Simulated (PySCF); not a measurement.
# From one method to the next for Ar

What do other methods print for Ar?

The runs use PySCF 2.14.0; each script names its method and basis.

## (1) The atom

Ar: 1 atom, charge 0, spin multiplicity 1.

## (2) The run that the others are compared with

Input file input.py:

```python
from pyscf import gto, scf, mp

mol = gto.M(
    atom='Ar 0 0 0',
    basis='pcseg-1',
    charge=0,
    spin=0,
    symmetry=True,
    verbose=4,
)
mf = scf.UHF(mol)
mf.kernel()
mp.MP2(mf, frozen=5).kernel()
mf.dip_moment()
print('orbital energies (hartree):', [e[max(0, n-3):n+3].round(4) for e, n in zip(mf.mo_energy, mol.nelec)])
```

Command:

```
$ OMP_NUM_THREADS=1 python input.py
```

The log of this run is left out.

It gives: E(SCF) = -526.758253 Eh, 5 cycles, E(MP2) − E(SCF) = -0.13564 Eh.

## (3) B3lyp5 (UKS)

Edit 1 changes functional: none (Hartree–Fock) → b3lyp5; SCF type: UHF → UKS; step after the SCF: mp2 → analyze.

Input file input.py:

```python
from pyscf import gto, dft

mol = gto.M(
    atom='Ar 0 0 0',
    basis='pcseg-1',
    charge=0,
    spin=0,
    symmetry=True,
    verbose=4,
)
mf = dft.UKS(mol, xc='b3lyp5')
mf.kernel()
mf.analyze()
print('orbital energies (hartree):', [e[max(0, n-3):n+3].round(4) for e, n in zip(mf.mo_energy, mol.nelec)])
```

Command:

```
$ OMP_NUM_THREADS=1 python input.py
```

## (4) RHF

Edit 2 changes SCF type: UHF → RHF.

Input file input.py:

```python
from pyscf import gto, scf, mp

mol = gto.M(
    atom='Ar 0 0 0',
    basis='pcseg-1',
    charge=0,
    spin=0,
    symmetry=True,
    verbose=4,
)
mf = scf.RHF(mol)
mf.kernel()
mp.MP2(mf, frozen=5).kernel()
mf.dip_moment()
print('orbital energies (hartree):', mf.mo_energy[..., max(0, mol.nelec[1]-3):mol.nelec[0]+3].round(4))
```

## (5) TDHF

Edit 3 changes step after the SCF: mp2 → tddft; number of roots: none → 5.

input.py: that of step 2 with these lines changed.

```diff
@@ -1,2 +1,2 @@
-from pyscf import gto, scf, mp
+from pyscf import gto, scf, tdscf
 
@@ -12,3 +12,6 @@
 mf.kernel()
-mp.MP2(mf, frozen=5).kernel()
+td = tdscf.TDHF(mf)
+td.nstates = 5
+td.kernel()
+td.analyze()
 mf.dip_moment()
```

## (6) Population analysis

Edit 4 changes step after the SCF: mp2 → analyze.

Input file input.py:

```python
from pyscf import gto, scf

mol = gto.M(
    atom='Ar 0 0 0',
    basis='pcseg-1',
    charge=0,
    spin=0,
    symmetry=True,
    verbose=4,
)
mf = scf.UHF(mol)
mf.kernel()
mf.analyze()
print('orbital energies (hartree):', [e[max(0, n-3):n+3].round(4) for e, n in zip(mf.mo_energy, mol.nelec)])
```

What does the calculation give? Wanted: for each run, E(SCF); from base; gap; after the SCF.

The runs gave:

| run | E(SCF) (hartree) | from base (eV) | cycles | gap (eV) | after the SCF |
| --- | --- | --- | --- | --- | --- |
| base | -526.758253 | 0 | 5 | 32.83 | MP2 correlation -3.691 eV, core frozen |
| b3lyp5 (UKS) | -527.451336 | not comparable | 5 | 23.28 | n/a |
| RHF | -526.758253 | 0.0000 | 5 | 32.83 | MP2 correlation -3.691 eV, core frozen |
| TDHF | -526.758253 | 0.0000 | 5 | 32.83 | lowest root found 19.37 eV |
| population analysis | -526.758253 | 0.0000 | 5 | 32.83 | n/a |

In words: With RHF the SCF ends at the base energy. Total energies of different functionals can't be compared with each other; differences within one functional can.
